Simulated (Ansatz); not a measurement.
**CH6FGeN: one species, many methods**

Aim: compute CH6FGeN with functionals from several rungs and with coupled cluster. The yardstick is the atomisation energy at the CCSD(T) limit.

Method: functionals in def2-TZVPP, the program's frozen cores in correlated methods; program: Ansatz 0.2.0, Gaussian basis.

Plan: PBE-D4, r2SCAN-D4, PBE0-D4, B3LYP-D4, ωB97X-V, ωB97M-V, B2PLYP; CCSD(T)/def2-TZVPP; MP2/def2-QZVPP; extrapolation to the limit.

## (1) The relaxed structure

All runs share one geometry, relaxed beforehand with PBE0-D4 in a triple-zeta def2 set.

SMILES `N[CH](F)[GeH3]`, 10 atoms, charge 0, spin multiplicity 1.

Atoms are counted from 1 here; the program's logs count them from 0.

Bond lengths: N1–C2 1.403 Å, N1–H5 1.010 Å, N1–H6 1.012 Å, C2–F3 1.418 Å, C2–Ge4 1.983 Å, C2–H7 1.093 Å, Ge4–H8 1.539 Å, Ge4–H9 1.534 Å, Ge4–H10 1.536 Å. Angles: C2–N1–H5 113.4°, C2–N1–H6 113.4°, H5–N1–H6 109.9°, N1–C2–F3 113.0°, N1–C2–Ge4 111.2°, N1–C2–H7 109.3°, F3–C2–Ge4 107.6°, F3–C2–H7 105.1°, Ge4–C2–H7 110.6°, C2–Ge4–H8 107.7°, C2–Ge4–H9 109.9°, C2–Ge4–H10 109.5°, H8–Ge4–H9 110.1°, H8–Ge4–H10 109.6°, H9–Ge4–H10 110.1°.

## (2) PBE-D4 (GGA)

in.yaml

```yaml
crystal:
  periodic: [false, false, false]
  atoms:
    - {symbol: N, position_ang: [-0.754211, 1.174967, -0.563449]}
    - {symbol: C, position_ang: [0.331897, 0.630928, 0.137781]}
    - {symbol: F, position_ang: [1.566736, 0.796317, -0.539583]}
    - {symbol: Ge, position_ang: [0.079378, -1.310206, 0.456298]}
    - {symbol: H, position_ang: [-0.928857, 0.721179, -1.449206]}
    - {symbol: H, position_ang: [-0.685398, 2.175513, -0.696791]}
    - {symbol: H, position_ang: [0.452983, 1.162767, 1.085018]}
    - {symbol: H, position_ang: [-0.363830, -1.947458, -0.872335]}
    - {symbol: H, position_ang: [1.397022, -1.938332, 0.928780]}
    - {symbol: H, position_ang: [-1.012519, -1.516774, 1.516587]}
basis:
  gaussian: {orbitals: def2-TZVPP}
hamiltonian: {xc: pbe, dispersion: d4}
output: {forces: true, orbitals: {seedname: orbitals}}
```

Command:

```bash
$ ansatz run in.yaml --threads 4 --pin off --events-out ev --progress --plain --max-ram 10444MiB
```

The runs that follow: r2SCAN-D4 (meta-GGA); PBE0-D4 (hybrid); B3LYP-D4 (hybrid); ωB97X-V (range-separated); ωB97M-V (range-separated); B2PLYP (double hybrid); CCSD(T) in def2-TZVPP; MP2 in def2-QZVPP.

**Question.** What will the summary of the whole plan be? Wanted: atomisation energy, CCSD(T)/CBS; farthest; mean size of error, hybrid; mean size of error, range-separated; gap, smallest and largest; T1 diagnostic; triples share of the correlation energy.

As calculated:

| quantity | value |
| --- | --- |
| atomisation energy, CCSD(T)/CBS | 3246.5 kJ/mol |
| functionals within 32.5 kJ/mol (1.0 %) | r2SCAN-D4, PBE0-D4, B3LYP-D4, ωB97X-V, ωB97M-V |
| farthest | PBE-D4 (+52.3 kJ/mol) |
| mean size of error, hybrid | 12.9 kJ/mol |
| mean size of error, range-separated | 10.2 kJ/mol |
| gap, smallest and largest | 6.37 eV (PBE-D4), 13.03 eV (ωB97X-V) |
| T1 diagnostic | 0.0118 |
| triples share of the correlation energy | 3.4 % |

**Reading.** PBE-D4 is off by +52.3 kJ/mol. Double hybrids carry the basis error of their MP2 part in triple zeta, and no dispersion term here, so their miss is partly the set-up's. The reference freezes the cores and leaves out relativity and excitations past (T), and its outer-core shells are covered unevenly, so misses under about 32.5 kJ/mol can't be ranked. Hartree-Fock recovers 69 % of the binding; the rest is correlation. Orbital gaps span 6.4 to 13.0 eV; exact exchange widens them. Correlated methods include outer-core shells of Ge, which these sets cover unevenly.
